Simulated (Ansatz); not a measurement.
# GeH3F (fluorogermane) at HF/STO-3G

What is the electronic atomisation energy of GeH3F (fluorogermane) at HF/STO-3G? 

The calculation is run with Ansatz 0.2.0.

55 further runs of the same task are left out: 6 that didn't finish, 49 set aside as unsound or not needed.

**1. Starting point**

GeH3F has 5 atoms, charge 0, and is taken as a singlet. SMILES: `[F][GeH3]`. Geometry: relaxed at PBE0-D4/def2-TZVP.

Bond lengths: F1–Ge2 1.742 Å, Ge2–H3 1.533 Å, Ge2–H4 1.533 Å, Ge2–H5 1.533 Å. Angles: F1–Ge2–H3 106.2°, F1–Ge2–H4 106.2°, F1–Ge2–H5 106.3°, H3–Ge2–H4 112.5°, H3–Ge2–H5 112.5°, H4–Ge2–H5 112.5°.

**2. The energy at HF/STO-3G**

Contents of run.yaml:

```yaml
crystal:
  periodic: [false, false, false]
  atoms:
    - symbol: F
      position_ang: [-1.046500, 0.474300, 1.162200]
    - symbol: Ge
      position_ang: [0.068200, -0.041600, -0.072800]
    - symbol: H
      position_ang: [1.331000, -0.512000, 0.658600]
    - symbol: H
      position_ang: [-0.627800, -1.178000, -0.831200]
    - symbol: H
      position_ang: [0.325100, 1.183600, -0.958100]
basis:
  gaussian: {orbitals: STO-3G}
output: {orbitals: {seedname: orbitals}}
hamiltonian: {xc: hf}
accuracy: high
```

Launch:

```
$ ansatz run run.yaml --threads 1 --pin off --max-ram 3480MiB --events-out events.jsonl --progress --plain --runs-dir runs
```

Log:

```text
Warning: RAYON_NUM_THREADS=1 ignored (pool sized by the plan → 1); use --threads N
Functional definition: HF
  name "HF"
  exchange = exact_x
  correlation = 0
388 factors; integrals over basis functions are off by at most 2.2e-8 eV
mean field evaluation 1: about -58544.7809 eV, gradient 1.6e1 eV
mean field evaluation 2: about -58544.8117 eV, gradient 1.6e1 eV
mean field evaluation 4: about -58546.2913 eV, gradient 1.3e0 eV
mean field evaluation 8: about -58546.3025 eV, gradient 4.6e-6 eV
mean field -58546.30249440 eV, -2151.5369325600 hartree, gradient 6.0e-8 eV, S^2 0.000000; 0 other end points of the search recorded, 0 dependent functions left out
reference -58546.30249440 eV, -2151.5369325600 hartree; 22, 22 occupied and 4, 4 virtual orbitals, 388 factors
Total energy: -58546.30249440 eV, -2151.5369325600 hartree
```

Run time: 0.14 s. Hardware: 1 thread of Arm Neoverse V2, shared host.

**3. The F atom, same level**

Contents of molecule.yaml:

```yaml
basis:
  gaussian:
    orbitals: STO-3G
crystal:
  periodic: [false, false, false]
  atoms:
    - {symbol: F, position_ang: [0.000000, 0.000000, 0.000000]}
magnetization:
  spin_polarized: true
  initial_magnetization: 1
hamiltonian:
  xc: hf
accuracy: high
```

Run the same way, it converges to -97.98651 Eh (log not shown).

**4. The Ge atom**

Contents of molecule.yaml:

```yaml
crystal:
  periodic: [false, false, false]
  atoms:
    - {symbol: Ge, position_ang: [0.000000, 0.000000, 0.000000]}
basis:
  gaussian: {orbitals: STO-3G}
magnetization: {spin_polarized: true, initial_magnetization: 2}
hamiltonian: {xc: hf}
accuracy: high
```

Launch:

```
$ ansatz run molecule.yaml --threads 1 --pin off --max-ram 3480MiB --events-out events.jsonl --progress --plain --runs-dir runs
```

Log:

```text
Warning: RAYON_NUM_THREADS=1 ignored (pool sized by the plan → 1); use --threads N
[... 4 set-up lines as earlier in the session ...]
138 factors; integrals over basis functions are off by at most 4.5e-9 eV
mean field evaluation 1: about -55827.8553 eV, gradient 5.4e-1 eV
mean field evaluation 2: about -55827.8661 eV, gradient 5.4e-1 eV
mean field evaluation 4: about -55827.8667 eV, gradient 2.4e-6 eV
mean field evaluation 8: about -55827.8667 eV, gradient 9.1e-2 eV
mean field evaluation 16: about -55827.8667 eV, gradient 1.1e-8 eV
mean field -55827.86669962 eV, -2051.6362597239 hartree, gradient 4.0e-9 eV, S^2 2.000002; 1 other end points of the search recorded, 0 dependent functions left out
reference -55827.86669962 eV, -2051.6362597239 hartree; 17, 15 occupied and 1, 3 virtual orbitals, 138 factors
Total energy: -55827.86669962 eV, -2051.6362597239 hartree
```

Run time: 0.06 s. Hardware: 1 thread of Arm Neoverse V2, shared host.

**5. The H atom, same level**

Contents of run.yaml:

```yaml
crystal:
  periodic: [false, false, false]
  atoms:
    - symbol: H
      position_ang: [0.000000, 0.000000, 0.000000]
basis:
  gaussian:
    orbitals: STO-3G
magnetization:
  spin_polarized: true
  initial_magnetization: 1
hamiltonian:
  xc: hf
accuracy: high
```

Launch:

```
$ ansatz run run.yaml --threads 1 --pin off --max-ram 3480MiB --events-out events.jsonl --progress --plain --runs-dir runs
```

Log:

```text
Warning: RAYON_NUM_THREADS=1 ignored (pool sized by the plan → 1); use --threads N
[... 4 set-up lines as earlier in the session ...]
1 factors; integrals over basis functions are off by at most 4.6e-10 eV
mean field evaluation 1: about -12.6963 eV, gradient 0.0e0 eV
mean field evaluation 2: about -12.6963 eV, gradient 0.0e0 eV
mean field -12.69633895 eV, -0.4665818504 hartree, gradient 0.0e0 eV, S^2 0.750000; 0 other end points of the search recorded, 0 dependent functions left out
reference -12.69633895 eV, -0.4665818504 hartree; 1, 0 occupied and 0, 1 virtual orbitals, 1 factors
Total energy: -12.69633895 eV, -0.4665818504 hartree
```

Run time: 0.02 s. Hardware: 1 thread of Arm Neoverse V2, shared host.

**6. Outcome**

Level: HF/STO-3G.

| quantity | value |
| --- | --- |
| molecule: total energy | -2151.53693 Eh |
| molecule: HOMO energy | -10.27 eV |
| molecule: LUMO energy | 11.95 eV |
| molecule: HOMO–LUMO gap | 22.22 eV |
| F atom: total energy | -97.98651 Eh |
| F atom: ⟨S²⟩ | 0.750 |
| Ge atom: total energy | -2051.63626 Eh |
| Ge atom: ⟨S²⟩ | 2.000 |
| H atom: total energy | -0.46658 Eh |
| H atom: ⟨S²⟩ | 0.750 |
| electronic atomisation energy | 13.998 eV |

What this shows: Taking the molecule apart into free atoms costs 14.00 eV (323 kcal/mol), before zero-point energy and without spin-orbit coupling. Hartree–Fock lacks the correlation of the bonding pairs, which as a rule makes this value much too low; in minimal bases other errors can mask that. In a minimal basis such a difference can be off by several eV, whatever the method.
